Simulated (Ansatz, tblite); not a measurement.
**Si50H52 off sphere (Si50H52): a ladder of methods and basis sets**

How do method and basis change the picture of Si50H52 off sphere (Si50H52) (singlet)?

Program: Ansatz 0.2.0, Gaussian basis. Level of theory: as each input shows. These are calculated values, not measurements.

The runs, in order: GFN1-xTB, GFN2-xTB, PBE-D4/def2-SVP, r2SCAN-D4/def2-SVP, r2SCAN-D4/def2-mTZVP, HF/STO-3G.

2 further runs of the same task are left out: 1 that didn't finish, 1 set aside as unsound or not needed.

## Step 1: The structure

The singlet was relaxed beforehand with PBE-D4/def2-SVP.

102 atoms, charge 0, spin multiplicity 1.

Bond lengths: Si1–Si26 2.358 Å, Si1–Si28 2.353 Å, Si1–H51 1.507 Å, Si1–H52 1.510 Å, Si2–Si27 2.356 Å, Si2–Si29 2.352 Å, Si2–H53 1.507 Å, Si2–H54 1.511 Å, Si3–Si28 2.356 Å, Si3–Si30 2.355 Å, Si3–Si31 2.357 Å, Si3–H55 1.513 Å, Si4–Si29 2.353 Å, Si4–Si30 2.354 Å, Si4–Si32 2.357 Å, Si4–H56 1.512 Å, Si5–Si26 2.355 Å, Si5–Si27 2.355 Å and more. Angles: Si26–Si1–Si28 113.1°, Si26–Si1–H51 109.1°, Si26–Si1–H52 109.2°, Si28–Si1–H51 110.3°, Si28–Si1–H52 107.5°, H51–Si1–H52 107.4°, Si27–Si2–Si29 109.8°, Si27–Si2–H53 111.7°, Si27–Si2–H54 108.5°, Si29–Si2–H53 112.0°, Si29–Si2–H54 107.1°, H53–Si2–H54 107.6°, Si28–Si3–Si30 110.1°, Si28–Si3–Si31 109.3°, Si28–Si3–H55 108.6°, Si30–Si3–Si31 110.0°, Si30–Si3–H55 110.0°, Si31–Si3–H55 108.9° and more.

PBE0-D4/def2-SVP was run before; its log isn't repeated, and its numbers join the tables.

## Step 2: GFN1-xTB

Tight binding, by tblite at 300 K electronic temperature and without a spin-polarisation term:

```python
tblite.interface.Calculator('GFN1-xTB', numbers, positions, charge=0, uhf=0).singlepoint()
```

Energy -3267.1805 eV, HOMO -11.31 eV, LUMO -9.03 eV; 4.5 s.

## Step 3: GFN2-xTB

Tight binding, by tblite at 300 K electronic temperature and without a spin-polarisation term:

```python
tblite.interface.Calculator('GFN2-xTB', numbers, positions, charge=0, uhf=0).singlepoint()
```

Energy -3050.8498 eV, HOMO -8.57 eV, LUMO -6.22 eV; 18 s.

## Step 4: PBE-D4/def2-SVP

start.molden holds the orbitals of an earlier run on this state, given as this run's starting guess.

in.yaml

```yaml
crystal:
  periodic: [false, false, false]
  atoms:
    - {symbol: Si, position_ang: [-4.437509, -3.828802, 0.229751]}
    - {symbol: Si, position_ang: [-4.446403, -0.827875, -2.766978]}
    - {symbol: Si, position_ang: [-4.455807, -0.989323, 2.790692]}
    - {symbol: Si, position_ang: [-4.459999, 1.742311, 0.106118]}
    - {symbol: Si, position_ang: [-1.771645, -3.666108, -2.629817]}
    - {symbol: Si, position_ang: [-1.714972, -3.703717, 2.830319]}
    - {symbol: Si, position_ang: [0.965142, -3.693391, 0.099882]}
    - {symbol: Si, position_ang: [-1.713672, -0.972920, -5.360976]}
    - {symbol: Si, position_ang: [-1.734098, 1.736016, -2.603145]}
    - {symbol: Si, position_ang: [0.968371, -0.968074, -2.605594]}
    - {symbol: Si, position_ang: [0.977613, 1.713611, -5.360877]}
    - {symbol: Si, position_ang: [-1.750980, -0.980333, 0.091220]}
    - {symbol: Si, position_ang: [-1.728549, 1.730342, 2.821302]}
    - {symbol: Si, position_ang: [0.958428, -0.958176, 2.825608]}
    - {symbol: Si, position_ang: [0.981830, 1.750536, 0.091579]}
    - {symbol: Si, position_ang: [-1.893828, -1.101340, 5.539164]}
    - {symbol: Si, position_ang: [1.097761, 1.891551, 5.539715]}
    - {symbol: Si, position_ang: [0.828978, 4.445961, -2.769256]}
    - {symbol: Si, position_ang: [-1.738656, 4.461452, 0.106088]}
    - {symbol: Si, position_ang: [0.992434, 4.456866, 2.790350]}
    - {symbol: Si, position_ang: [3.683699, -3.683661, -2.648500]}
    - {symbol: Si, position_ang: [3.668253, 1.769497, -2.628328]}
    - {symbol: Si, position_ang: [3.694118, -0.966269, 0.100900]}
    - {symbol: Si, position_ang: [3.704452, 1.714824, 2.831528]}
    - {symbol: Si, position_ang: [3.828092, 4.436320, 0.227219]}
    - {symbol: Si, position_ang: [-3.250947, -5.035845, -1.412395]}
    - {symbol: Si, position_ang: [-3.104339, -2.307081, -4.016174]}
    - {symbol: Si, position_ang: [-3.075034, -2.356909, 1.459532]}
    - {symbol: Si, position_ang: [-3.108113, 0.383507, -1.258593]}
    - {symbol: Si, position_ang: [-5.827193, 0.349358, 1.422603]}
    - {symbol: Si, position_ang: [-3.108556, 0.373876, 4.163217]}
    - {symbol: Si, position_ang: [-3.090749, 3.093238, 1.467834]}
    - {symbol: Si, position_ang: [-0.394884, -2.338890, -1.257558]}
    - {symbol: Si, position_ang: [2.324995, -5.032267, -1.276172]}
    - {symbol: Si, position_ang: [2.313961, -2.314606, -3.985407]}
    - {symbol: Si, position_ang: [-0.246716, -5.056044, 1.585972]}
    - {symbol: Si, position_ang: [-0.391267, -2.317064, 4.194569]}
    - {symbol: Si, position_ang: [2.312586, -2.313273, 1.448403]}
    - {symbol: Si, position_ang: [-0.383174, 0.385383, -3.975588]}
    - {symbol: Si, position_ang: [-0.380498, 3.108836, -1.258295]}
    - {symbol: Si, position_ang: [2.339754, 0.393649, -1.256763]}
    - {symbol: Si, position_ang: [2.311389, 3.103940, -4.015149]}
    - {symbol: Si, position_ang: [-0.385421, 0.385785, 1.442199]}
    - {symbol: Si, position_ang: [-0.372180, 3.110983, 4.162554]}
    - {symbol: Si, position_ang: [2.316907, 0.391579, 4.195343]}
    - {symbol: Si, position_ang: [2.358519, 3.074277, 1.459662]}
    - {symbol: Si, position_ang: [-0.345186, 5.828921, 1.421794]}
    - {symbol: Si, position_ang: [5.032701, -2.325851, -1.275479]}
    - {symbol: Si, position_ang: [5.038830, 3.246463, -1.409469]}
    - {symbol: Si, position_ang: [5.056046, 0.243575, 1.589596]}
    - {symbol: H, position_ang: [-5.561466, -3.072361, -0.430021]}
    - {symbol: H, position_ang: [-5.057888, -4.797259, 1.208188]}
    - {symbol: H, position_ang: [-5.569899, -1.550247, -2.070155]}
    - {symbol: H, position_ang: [-5.065326, 0.173561, -3.713680]}
    - {symbol: H, position_ang: [-5.309540, -1.876115, 3.669583]}
    - {symbol: H, position_ang: [-5.309142, 2.622258, -0.783793]}
    - {symbol: H, position_ang: [-0.895285, -4.532363, -3.506241]}
    - {symbol: H, position_ang: [-2.620243, -4.549183, 3.698370]}
    - {symbol: H, position_ang: [-2.545010, -0.087590, -6.257658]}
    - {symbol: H, position_ang: [-0.826734, -1.829080, -6.230886]}
    - {symbol: H, position_ang: [-2.612447, 2.615511, -3.465464]}
    - {symbol: H, position_ang: [0.094290, 2.544927, -6.259563]}
    - {symbol: H, position_ang: [1.833185, 0.824115, -6.228830]}
    - {symbol: H, position_ang: [-2.866575, -2.081477, 6.151804]}
    - {symbol: H, position_ang: [-1.197893, -0.381908, 6.664540]}
    - {symbol: H, position_ang: [0.371955, 1.189998, 6.657496]}
    - {symbol: H, position_ang: [2.075601, 2.860175, 6.162478]}
    - {symbol: H, position_ang: [-0.174943, 5.056514, -3.719051]}
    - {symbol: H, position_ang: [1.546093, 5.575448, -2.076742]}
    - {symbol: H, position_ang: [-2.618180, 5.310331, -0.784536]}
    - {symbol: H, position_ang: [1.880501, 5.309682, 3.668804]}
    - {symbol: H, position_ang: [4.556886, -4.556712, -3.522027]}
    - {symbol: H, position_ang: [4.533784, 0.892830, -3.505082]}
    - {symbol: H, position_ang: [4.550377, 2.620038, 3.699215]}
    - {symbol: H, position_ang: [3.068781, 5.555479, -0.437335]}
    - {symbol: H, position_ang: [4.794057, 5.062674, 1.204316]}
    - {symbol: H, position_ang: [-4.236121, -5.639919, -2.385096]}
    - {symbol: H, position_ang: [-2.508976, -6.170158, -0.755374]}
    - {symbol: H, position_ang: [-3.981571, -3.197193, -4.868185]}
    - {symbol: H, position_ang: [-6.687974, -0.515179, 0.534421]}
    - {symbol: H, position_ang: [-6.734290, 1.187387, 2.290605]}
    - {symbol: H, position_ang: [-3.987597, 1.272553, 5.004107]}
    - {symbol: H, position_ang: [-3.951696, 3.955355, 2.364430]}
    - {symbol: H, position_ang: [1.449682, -5.922784, -2.124099]}
    - {symbol: H, position_ang: [3.188702, -5.914140, -0.407203]}
    - {symbol: H, position_ang: [1.432759, -3.162608, -4.869269]}
    - {symbol: H, position_ang: [3.160843, -1.434686, -4.871554]}
    - {symbol: H, position_ang: [-0.965192, -6.167034, 0.864973]}
    - {symbol: H, position_ang: [0.748062, -5.687981, 2.531016]}
    - {symbol: H, position_ang: [0.514739, -3.169931, 5.053992]}
    - {symbol: H, position_ang: [3.186008, -3.187940, 2.320662]}
    - {symbol: H, position_ang: [3.203056, 3.980968, -4.865718]}
    - {symbol: H, position_ang: [-1.271458, 3.990317, 5.002568]}
    - {symbol: H, position_ang: [3.169158, -0.514698, 5.055094]}
    - {symbol: H, position_ang: [-1.182674, 6.737006, 2.289216]}
    - {symbol: H, position_ang: [0.519838, 6.688855, 0.533174]}
    - {symbol: H, position_ang: [5.913550, -3.191007, -0.406819]}
    - {symbol: H, position_ang: [5.924441, -1.450752, -2.122376]}
    - {symbol: H, position_ang: [6.169317, 2.503114, -0.747453]}
    - {symbol: H, position_ang: [5.647581, 4.228974, -2.381901]}
    - {symbol: H, position_ang: [5.681803, -0.753254, 2.536674]}
    - {symbol: H, position_ang: [6.171488, 0.958554, 0.872086]}
basis:
  gaussian: {orbitals: def2-SVP, fitting: {mean_field: def2-universal-jkfit}, initial_orbitals: start.molden}
hamiltonian: {xc: pbe, dispersion: d4}
scf: {omitted_lower_state_checks: [starts]}
output: {forces: true, orbitals: {seedname: orbitals}}
```

Command:

```bash
$ ansatz run in.yaml --threads 11 --pin off --events-out ev --progress --plain --max-ram 174080MiB --backend cuda --devices 0, --max-vram 75GiB
```

After this run come: r2SCAN-D4/def2-SVP; r2SCAN-D4/def2-mTZVP; HF/STO-3G.

Q: Predict the results of all the runs planned. Wanted: gap in def2-SVP, named functionals, smallest and largest; binding an atom, functionals in def2-SVP.

As calculated:

| quantity | value |
| --- | --- |
| gap in def2-SVP, named functionals, smallest and largest | 3.20 eV (PBE-D4), 4.69 eV (PBE0-D4) |
| binding an atom, functionals in def2-SVP | 3.48 (r2SCAN-D4) to 3.48 eV (PBE-D4) |

Over the named functionals in def2-SVP the gap runs from 3.20 eV (PBE-D4) to 4.69 eV (PBE0-D4); exact exchange widens it.
